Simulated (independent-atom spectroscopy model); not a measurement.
**TiN on SiO2: peak ratios against emission angle**

Aim: the ratio of the Ti 2p3/2 peak of the film to the O 1s peak of the substrate as the sample is tilted.

Method: angle-resolved photoelectron peak ratio of a uniform film on a substrate: exponential attenuation with lengths from TPP-2M (nominal gaps) and the elastic albedo, Dirac-Hartree-Slater cross sections, magic-angle geometry; computed with independent-atom spectroscopy model, version 2.

### 1 The sample

4.4 nm of TiN (4.69 g/cm³) on SiO2 (2.2 g/cm³).

### 2 Calculation

Input values:

```json
{
  "film": "TiN",
  "film_density": 4.69,
  "base": "SiO2",
  "base_density": 2.2,
  "photon_energy": 1486.7,
  "film_peak": "Ti 2p3/2",
  "base_peak": "O 1s",
  "thickness": 4.4,
  "emission_angle": [0, 10, 20, 30, 40, 45, 50, 55]
}
```

Units: film_density in g/cm³, base_density in g/cm³, photon_energy in eV, thickness in nm, emission_angle in degrees.

Before running it: what results should come out? Wanted: ratio at normal emission; ratio at 55°.

The runs gave:

| quantity | value |
| --- | --- |
| ratio at normal emission | 17.1 |
| ratio at 55° | 140 |
| attenuation length of the substrate peak in the film | 1.61 nm |
| thickness over that length | 2.74 |

**Reading.** At 0° the substrate keeps 6.5 % of its signal through 2.7 attenuation lengths of film. Tilting to 55° lengthens the path by 1/cos θ and raises the ratio 8.2-fold. Islands, roughness and grazing exit, where elastic scattering matters more, are outside the model.
